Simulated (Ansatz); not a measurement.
# C₂H₈SiSn: one species, many methods

An exercise on one series of results from a longer session: the logs are not shown, and one member is left open.

The runs use Ansatz 0.2.0, Gaussian basis; functionals in def2-TZVPP, the program's frozen cores in correlated methods.

Levels to be run: PBE-D4, r2SCAN-D4, PBE0-D4, B3LYP-D4, ωB97X-V, ωB97M-V, B2PLYP; CCSD(T)/def2-TZVPP; MP2/def2-QZVPP; extrapolation to the limit.

## The geometry

The geometry comes from an earlier relaxation with PBE0-D4 in a triple-zeta def2 set; it is a stationary point, not always the lowest conformer. Sn takes the def2 core potential; no spin-orbit term is included.

SMILES `[SnH3][CH]1C[SiH2]1`, 12 atoms, charge 0, spin multiplicity 1.

Atoms are counted from 1 here; the program's logs count them from 0.

Bond lengths: Sn1–C2 2.122 Å, Sn1–H5 1.708 Å, Sn1–H6 1.712 Å, Sn1–H7 1.710 Å, C2–C3 1.549 Å, C2–Si4 1.846 Å, C2–H8 1.087 Å, C3–Si4 1.845 Å, C3–H9 1.086 Å, C3–H10 1.086 Å, Si4–H11 1.478 Å, Si4–H12 1.478 Å. Angles: C2–Sn1–H5 110.3°, C2–Sn1–H6 110.8°, C2–Sn1–H7 107.7°, H5–Sn1–H6 109.4°, H5–Sn1–H7 109.8°, H6–Sn1–H7 108.8°, Sn1–C2–C3 119.3°, Sn1–C2–Si4 122.0°, Sn1–C2–H8 112.4°, C3–C2–Si4 65.1°, C3–C2–H8 114.5°, Si4–C2–H8 115.8°, C2–C3–Si4 65.2°, C2–C3–H9 116.1°, C2–C3–H10 117.2°, Si4–C3–H9 119.1°, Si4–C3–H10 119.3°, H9–C3–H10 112.3° and more.

The first run:

Contents of in.yaml:

```yaml
crystal:
  periodic: [false, false, false]
  atoms:
    - {symbol: Sn, position_ang: [-1.860469, 0.155798, 0.295844]}
    - {symbol: C, position_ang: [0.175332, 0.625377, -0.078128]}
    - {symbol: C, position_ang: [1.280689, -0.084904, 0.742580]}
    - {symbol: Si, position_ang: [1.273221, -0.489562, -1.057219]}
    - {symbol: H, position_ang: [-2.838221, 0.678771, -1.003592]}
    - {symbol: H, position_ang: [-2.399666, 0.892788, 1.743946]}
    - {symbol: H, position_ang: [-1.980150, -1.542347, 0.462426]}
    - {symbol: H, position_ang: [0.335530, 1.691270, -0.221487]}
    - {symbol: H, position_ang: [2.066390, 0.551937, 1.138141]}
    - {symbol: H, position_ang: [0.962567, -0.838353, 1.457485]}
    - {symbol: H, position_ang: [0.755010, -1.797103, -1.512864]}
    - {symbol: H, position_ang: [2.306868, 0.101227, -1.933229]}
basis:
  gaussian: {orbitals: def2-TZVPP}
hamiltonian: {xc: pbe, dispersion: d4}
output: {forces: true, orbitals: {seedname: orbitals}}
```

On the command line:

```
> ansatz run in.yaml --threads 4 --pin off --events-out ev --progress --plain --max-ram 10444MiB
```

Among the steps run: PBE-D4 (GGA); r2SCAN-D4 (meta-GGA); PBE0-D4 (hybrid); B3LYP-D4 (hybrid); ωB97X-V (range-separated); ωB97M-V (range-separated); B2PLYP (double hybrid); CCSD(T) in def2-TZVPP; MP2 in def2-QZVPP.

One table of the session follows, with a row left open; its other results are not shown here.

It belongs to the step «Atomisation energies». 

| method | atomisation energy (kcal/mol) |
| --- | --- |
| PBE-D4 | 915.7 |
| r2SCAN-D4 | 912.0 |
| PBE0-D4 | 909.2 |
| B3LYP-D4 | 907.7 |
| ωB97X-V | 918.1 |
| ωB97M-V | 912.7 |
| B2PLYP | ? |
| HF/def2-TZVPP | 668.3 |
| MP2/def2-TZVPP | 890.9 |
| CCSD/def2-TZVPP | 881.0 |
| CCSD(T)/def2-TZVPP | 893.2 |
| MP2/CBS | 912.5 |
| CCSD(T)/CBS | 914.8 |

**Question.** Estimate the row for B2PLYP.

**Answer.** atomisation energy (kcal/mol): 896.9. In the column «atomisation energy (kcal/mol)» it lies between CCSD(T)/def2-TZVPP (893.2) and B3LYP-D4 (907.7).

To keep in mind: Free atoms (1 Sn, 2 C, 1 Si, 8 H) were run apart at each level; the atomisation energy is their sum less the molecule, without zero-point or spin-orbit terms.
